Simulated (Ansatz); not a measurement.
# AlGeH (triplet): wave-function methods side by side, cc-pVTZ

The task here is to estimate one member of a computed series from the others.

The runs use Ansatz 0.2.0, Gaussian basis; cc-pVTZ, core rule «outside noble gas», up to 19 orbitals frozen.

Plan: UHF; CCSD(T) on ROHF; CCSD(T) on UHF; BCCD(T) on ROHF; CCSDT(Q) on ROHF; CCSDT(Q) on UHF; CASSCF and MRCISD+Q, 8 electrons in 9 orbitals; CASSCF and NEVPT2, 8 electrons in 9 orbitals.

6 further runs of the same task are left out: 6 set aside as unsound or not needed. Runs told in other sessions of the task aren't counted.

### What is computed

The geometry is a PBE0/def2-TZVP stationary point (not a proven minimum). No spin-orbit coupling is included. The filled d shell of Ge may be among the frozen orbitals whatever the setting's name suggests.

3 atoms, charge 0, spin multiplicity 3.

Atoms are counted from 1 here; the program's logs count them from 0.

Bond lengths: Ge1–Al2 2.449 Å, Ge1–H3 1.690 Å. Angles: Al2–Ge1–H3 53.8°.

Set-up of the first run:

in.yaml reads:

```yaml
crystal:
  periodic: [false, false, false]
  atoms:
    - {symbol: Ge, position_ang: [0.000000, -0.008843, 0.666646]}
    - {symbol: Al, position_ang: [0.000000, -0.026517, -1.782004]}
    - {symbol: H, position_ang: [0.000000, 1.347127, -0.341215]}
basis:
  gaussian: {orbitals: cc-pVTZ}
magnetization: {spin_polarized: true, initial_magnetization: 2}
hamiltonian: {xc: hf}
output: {orbitals: {seedname: orbitals}}
```

The run is started by

```
$ ansatz run in.yaml --threads 1 --pin off --events-out ev --progress --plain --max-ram 2816MiB --backend cpu
```

Among the steps run: UHF; CCSD(T) on ROHF; CCSD(T) on UHF; BCCD(T) on ROHF; CCSDT(Q) on ROHF; CCSDT(Q) on UHF; CASSCF and MRCISD+Q, 8 electrons in 9 orbitals; CASSCF and NEVPT2, 8 electrons in 9 orbitals.

One table of the session follows, with a row left open; its other results are not shown here.

It belongs to the step «Misses and costs». 

| method | from UCCSDT(Q) (kcal/mol) |
| --- | --- |
| ROHF | +117.45 |
| UHF | +112.11 |
| RMP2 | +24.45 |
| UMP2 | +26.22 |
| RCCSD | +7.18 |
| UCCSD | +6.86 |
| RCCSD(T) | +1.47 |
| UCCSD(T) | ? |
| BCCD(T) | +1.45 |
| RCCSDT | +0.51 |
| UCCSDT | +0.36 |
| RCCSDT(Q) | +0.15 |
| UCCSDT(Q) | 0 |
| CASSCF valence | +75.51 |
| NEVPT2 valence | +17.23 |
| MRCISD valence | +6.02 |
| MRCISD+Q valence | +0.55 |

**Question.** Estimate the row for UCCSD(T).

**Answer.** from UCCSDT(Q) (kcal/mol): +1.40. In the column «from UCCSDT(Q) (kcal/mol)» it lies between MRCISD+Q valence (+0.55) and BCCD(T) (+1.45).

Limits of these values: Restricted and unrestricted rows rest on different reference determinants; a gap between their highest levels can come from leftover correlation error, from unlike frozen cores or from another state.
